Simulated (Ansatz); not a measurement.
# The cluster Be2Te3: inputs that go wrong

Aim: try 1 input for the cluster Be2Te3 as typed, read how each ends, and find what has to change.

Method: the settings change from run to run; program: Ansatz 0.2.0, Gaussian basis.

7 further runs of the same task are left out: 7 set aside as unsound or not needed. Runs told in other sessions of the task aren't counted.

## 1. The relaxed structure

The structure was relaxed beforehand with PBE0-D4/def2-SVP. Te takes a core potential in def2 sets; no spin-orbit term is included.

5 atoms, charge 0, spin multiplicity 1.

Atoms are counted from 1 here; the program's logs count them from 0.

Bond lengths: Be1–Te4 2.249 Å, Be1–Te5 2.248 Å, Be2–Te3 2.249 Å, Be2–Te5 2.248 Å, Te3–Te4 2.814 Å. Angles: Te4–Be1–Te5 152.6°, Te3–Be2–Te5 152.6°, Be2–Te3–Te4 84.9°, Be1–Te4–Te3 84.9°, Be1–Te5–Be2 65.0°.

Coordinates:

```mol
Be2Te3
  3D, bonds by distance, orders not assigned

  5  5  0  0  0  0  0  0  0  0999 V2000
    0.2716   -1.2839   -0.0473 Be  0  0
    0.7420    1.0813    0.0687 Be  0  0
   -1.4155    1.7165    0.0264 Te  0  0
   -1.9641   -1.0410   -0.0977 Te  0  0
    2.3660   -0.4730    0.0498 Te  0  0
  1  4  8  0
  1  5  8  0
  2  3  8  0
  2  5  8  0
  3  4  8  0
M  END
```

## 2. Attempt 1

File in.yaml:

```yaml
crystal:
  periodic: [true, true, true]
  atoms:
    - {symbol: Be, position_ang: [0.319946, -1.249087, -0.082797]}
    - {symbol: Be, position_ang: [0.759615, 1.076626, 0.026095]}
    - {symbol: Te, position_ang: [-1.401031, 1.677752, -0.015159]}
    - {symbol: Te, position_ang: [-1.971187, -1.079717, -0.128926]}
    - {symbol: Te, position_ang: [2.374475, -0.481506, 0.014675]}
basis:
  gaussian: {orbitals: def2-SVPD}
hamiltonian: {xc: {name: CAM-B3LYP}, dispersion: d3bj}
scf: {omitted_lower_state_checks: [starts]}
output: {forces: true}
```

Command:

```sh
$ ansatz run in.yaml --threads 4 --pin off --events-out ev --progress --plain --max-ram 4787MiB
```

**Question.** What will the summary of the whole plan be?

The runs gave:

```
attempt                level    ended                                           cause    time
      1  CAM-B3LYP/def2-SVPD  refused  the molecule is marked periodic without a cell  0.05 s
```

In words: 1 refused. A refusal costs next to no computing time.
